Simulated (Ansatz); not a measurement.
# Au (Au (100), 3 layers): how the settings move a single-point run

Question: which choices in the input matter for Au (Au (100), 3 layers)?

Program: Ansatz 0.2.0. Level of theory: reference: DFT, LDA, PAW with Ansatz's default frozen-core files, fully relativistic files with spin-orbit coupling. These are calculated values, not measurements.

### Step 1. Starting point

The structure is tetragonal, space group P4/mmm (No. 123). Conventional cell: a = 2.863 Å, b = 2.863 Å, c = 20.048 Å, α = 90.00°, β = 90.00°, γ = 90.00°. Au (site symmetry 4mm) has 8 Au at 2.84 to 2.86 Å as nearest neighbours. Au (site symmetry 4/mmm) is surrounded by 12 Au at 2.84 to 2.86 Å.

As a file:

```
CELL_PARAMETERS angstrom
2.86253 0.00000 0.00000
0.00000 2.86253 0.00000
0.00000 0.00000 20.04820
ATOMIC_POSITIONS crystal
Au 0.00000 0.00000 0.40063
Au 0.50000 0.50000 0.50000
Au 0.00000 0.00000 0.59937
```

### Step 2. Reference

The input, input.yaml:

```yaml
crystal:
  lattice:
    - [2.8625268915, 0.0, 0.0]
    - [0.0, 2.8625268915, 0.0]
    - [0.0, 0.0, 20.0482]
  atoms:
    - { symbol: Au, position: [0.0, 0.0, 0.4006258136] }
    - { symbol: Au, position: [0.5, 0.5, 0.4999999998] }
    - { symbol: Au, position: [0.0, 0.0, 0.5993741866] }
kpoints:
  mp_grid: { grid: [14, 14, 1] }
scf:
  occupations: { method: fermi_dirac, width: 0.08 }
hamiltonian:
  xc: lda
  pseudopotentials: { kind: paw_fr }
output:
  forces: true
  stress: true
  eigenvalues: true
efield:
  axis: 3
  amplitude: 0
  dipole_correction: true
magnetization:
  noncollinear: true
  spin_orbit: true
```

Started as:

```bash
$ ansatz run input.yaml --threads 1 --pin off --max-ram 3584MiB --backend cpu --events-out ev --progress --plain --runs-dir out
```

### Step 3. Changing settings: scf.algorithm direct_min

input.yaml: that of step 2 with these lines changed.

```diff
@@ -13,2 +13,3 @@
   occupations: { method: fermi_dirac, width: 0.08 }
+  algorithm: direct_min
 hamiltonian:
```

Q: Predict the outcome of this session. Wanted: for each run, ending; energy change; gap; force.

**Answer**, as computed:

| run | ending | energy change | gap (eV) | force (eV/Å) | cycles | time |
| --- | --- | --- | --- | --- | --- | --- |
| reference | converged | 0 | 0.00 | 0.10 | 8 | 65 s |
| 1: scf.algorithm direct_min | converged | 0.0 meV/atom | 0.00 | 0.10 | 8 | 3.8 min |

Residual by cycle in the longest SCF loop of each run; runs are numbered as in the table. The quantity is the density residual dr2, in eV.

| cycle | reference | run 1 |
| --- | --- | --- |
| 1 | 3.57 | 3.68 |
| 2 | 3.47 | 2.43 |
| 3 | 0.0151 | 0.238 |
| 4 | 0.0038 | 0.00932 |
| 5 | 4.6e-4 | 5.7e-4 |
| 6 | 4.8e-5 | 6.6e-5 |
| 7 | 1.6e-6 | 1.3e-7 |
| 8 | 6.5e-8 | 1.9e-9 |

Energy and cycle count are those of the reference, so the change (solver) left the result and the number of cycles as they were. Cost: 3.8 min against 65 s.
